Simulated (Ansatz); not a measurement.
# Ti: the cost of one run

Method: DFT r2SCAN, scalar-relativistic, plane waves, PAW, in Ansatz 0.2.0.

16 further runs of the same task are left out: 16 set aside as unsound or not needed.

## Step 1: The starting structure

It takes space group P6_3/mmc (No. 194, hexagonal). The conventional cell has a = 2.950 Å, b = 2.950 Å, c = 4.686 Å, α = 90.00°, β = 90.00°, γ = 120.00°. Around Ti (site symmetry -6m2) lie 12 Ti at 2.90 to 2.95 Å.

As a file:

```xyz
2
Lattice="2.9500 0.0000 0.0000 -1.4750 2.5548 0.0000 0.0000 0.0000 4.6860" Properties=species:S:1:pos:R:3 pbc="T T T"
Ti    0.0000    1.7032    1.1715
Ti    1.4750    0.8516    3.5145
```

Source of the structure: the Crystallography Open Database.

## Step 5: The grid

The energy is mapped over the lattice constants a and c of the conventional cell.

The axes are (1) lattice constant a (and b): 7 values from 2.730 to 3.140 Å; (2) lattice constant c: 7 values from 4.082 to 5.195 Å.

Nothing else is relaxed (symmetry fixes all fractional coordinates). Energies count from the relaxed crystal. Points are written as (first, second).

(The set-up runs are not shown.)

## Step 6: Point (2.730 Å, 4.082 Å)

File input.yaml:

```yaml
crystal:
  lattice:
    - [2.7296, 0.0, 0.0]
    - [-1.3648, 2.3639029422, 0.0]
    - [0.0, 0.0, 4.0818]
  atoms:
    - { symbol: Ti, position: [0.3333333333, 0.6666666667, 0.25] }
    - { symbol: Ti, position: [0.6666666667, 0.3333333333, 0.75] }
basis:
  ecutwfc: 520.0
kpoints:
  mp_grid: { grid: [18, 18, 10] }
hamiltonian:
  xc: r2scan
scf:
  occupations: { method: cold, width: 0.05 }
output:
  forces: true
  stress: true
  eigenvalues: true
```

The run is started by

```console
> ansatz run input.yaml --threads 1 --pin off --max-ram 2048MiB --backend cpu --events-out ev --progress --plain --runs-dir out
```

What time and memory should one allow on 1 thread of Arm Neoverse V2, shared host?

About 9.9 s, with a peak of 0.45 GiB.
